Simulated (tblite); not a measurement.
# C4H9GeNO2: the cost of one run

The runs use tblite 0.8.0 and PySCF 2.14.0, with density-fitted response routines of our own; the level of theory stands in each step. All values are computed, except where a source is named. Atoms are numbered from 0 throughout.

## 1. The starting structure

17 atoms, charge 0, multiplicity 1; geometry from: force field or distance geometry start.

Bonds of the start (Å): C0–C1 1.52, C1–O2 1.43, O2–Ge3 1.80, Ge3–N4 1.85, N4–C5 1.29, C5–C6 1.48, C6–O7 1.27, C0–H8 1.11, C0–H9 1.13, C0–H10 1.11, C1–H11 1.10, C1–H12 1.11, Ge3–H13 1.56, Ge3–H14 1.54, C5–H15 1.08, C6–H16 1.09.

## 2. Relaxing the molecule with GFN2-xTB

Job settings and geometry (Å):

```
{"job": {"kind": "relax", "xc": "GFN2-xTB", "basis": "xTB"}, "charge": 0, "multiplicity": 1}
C     -3.420600    -0.818600     0.095600
C     -2.168500    -0.043800    -0.283900
O     -1.124500    -0.291000     0.662200
Ge     0.254200     0.695900     0.052400
N      1.863300    -0.202900     0.172400
C      3.016400     0.364200     0.132600
C      4.219500    -0.486200     0.225500
O      5.387800     0.019500     0.209300
H     -3.384700    -1.000100     1.185800
H     -4.301500    -0.157700    -0.162100
H     -3.550200    -1.752500    -0.486100
H     -1.792000    -0.391000    -1.261900
H     -2.446200     1.027500    -0.251100
H      0.379200     1.946900     0.978700
H     -0.083400     1.221900    -1.358700
H      3.081600     1.440900     0.055400
H      4.062700    -1.561200     0.323100
```

Run with:

```console
$ OMP_NUM_THREADS=1 python probes_run.py task.json out
```

This one command runs all jobs of the session in turn.

**Question.** How long does this first job take on 1 thread of AMD EPYC, shared host, and how much memory does it need?

About 7.4 s, with a peak of 0.18 GiB.
